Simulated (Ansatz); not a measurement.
**TePd3: single point with PBEsol**

TePd3:

```
Te Pd
1.0
     2.48026   -2.49243    0.00000
     2.48026    2.49243    0.00000
     0.00000    0.00000    5.69533
Te Pd
1 3
Cartesian
  0.0000 0.0000 0.0000
  2.4803 0.0000 1.4347
  0.0000 0.0000 2.8477
  2.4803 0.0000 4.2606
```

The cell comes from a database or a generator and needn't be the stable form of this composition.

```
Program             : Ansatz 0.2.0
Task                : single point
Functional          : PBEsol
Potentials or basis : all-electron LAPW, scalar-relativistic
Cutoff              : 251 eV (chosen from the basis error)
Basis error allowed : 0.001 eV/atom
k mesh              : 8 × 8 × 5
Occupations         : fermi-dirac, width 0.05 eV
Spin                : no spin polarisation
```

```
Pressure               : -8.3 GPa
Largest force          : 0.059 eV/Å
Band gap on the k mesh : none (metal or under the smearing width)
```

Forces on the atoms (eV/Å):
```
Te   0.000  0.000  0.000
Pd   0.000  0.000  0.059
Pd   0.000  0.000  0.000
Pd   0.000  0.000 -0.059
```

Stress tensor (GPa, compression positive):
```
-7.37  0.00  0.00
 0.00 -7.80  0.00
 0.00  0.00 -9.69
```

Levels at points of the mesh, in eV from the Fermi level:
```tsv
k point	band 52	band 53	band 54	band 55	band 56	band 57
(0.00, 0.00, 0.00)	-1.21	-0.59	0.10	0.11	0.12	4.14
(0.00, -0.50, 0.00)	-1.11	-0.54	-0.51	0.11	2.06	2.07
(-0.50, -0.50, 0.00)	-1.46	-0.98	-0.91	0.98	1.15	4.98
```

Run time: 58 s on 2 threads of Arm Neoverse V1 (shared host), peak memory 0.81 GiB.

The run has no spin-orbit coupling, so splittings on Te are missing.
